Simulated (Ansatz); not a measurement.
# AlBFH5Si: the cost of one run

Program: Ansatz 0.2.0. Level of theory: RKS B3LYP-D4/def2-SVP. These are calculated values, not measurements.

1 further run of the same task is left out (it didn't finish).

## Step 1: The system as given

Bond lengths: F1–B2 1.493 Å, B2–Al3 2.071 Å, B2–Si4 1.891 Å, Al3–H5 1.616 Å, Al3–H6 1.594 Å, Si4–H7 1.513 Å, Si4–H8 1.459 Å, Si4–H9 1.494 Å. Angles: F1–B2–Al3 121.3°, F1–B2–Si4 118.6°, Al3–B2–Si4 120.0°, B2–Al3–H5 119.0°, B2–Al3–H6 120.5°, H5–Al3–H6 120.4°, B2–Si4–H7 108.3°, B2–Si4–H8 110.6°, B2–Si4–H9 113.2°, H7–Si4–H8 107.6°, H7–Si4–H9 106.5°, H8–Si4–H9 110.3°.

Coordinates:

```xyz
9

F     1.3457   -1.3153   -1.2957
B     0.4760   -0.3860   -0.5146
Al    0.3937    1.6367   -0.9536
Si   -0.4976   -1.0744    0.9528
H     1.2923    2.2120   -2.1669
H    -0.4804    2.6249   -0.0583
H    -1.9677   -0.8013    0.7189
H    -0.3279   -2.5205    1.0500
H    -0.1458   -0.4226    2.2504
```

## Step 2: End point A

Contents of input.yaml:

```yaml
crystal:
  periodic: [false, false, false]
  atoms:
    - { symbol: F, position_ang: [1.3457, -1.3153, -1.2957] }
    - { symbol: B, position_ang: [0.476, -0.386, -0.5146] }
    - { symbol: Al, position_ang: [0.3937, 1.6367, -0.9536] }
    - { symbol: Si, position_ang: [-0.4976, -1.0744, 0.9528] }
    - { symbol: H, position_ang: [1.2923, 2.212, -2.1669] }
    - { symbol: H, position_ang: [-0.4804, 2.6249, -0.0583] }
    - { symbol: H, position_ang: [-1.9677, -0.8013, 0.7189] }
    - { symbol: H, position_ang: [-0.3279, -2.5205, 1.05] }
    - { symbol: H, position_ang: [-0.1458, -0.4226, 2.2504] }
basis:
  gaussian: { orbitals: def2-SVP }
hamiltonian:
  xc: b3lyp
  dispersion: d4
relax:
  f_tol: 0.015
  max_steps: 40
```

Started as:

```sh
ansatz run input.yaml --threads 1 --pin off --max-ram 2048MiB --backend cpu --events-out ev --progress --plain --runs-dir out
```

What time and memory should one allow on 1 thread of Intel Xeon at 2.70GHz, shared host?

About 35 s, with a peak of 0.18 GiB.
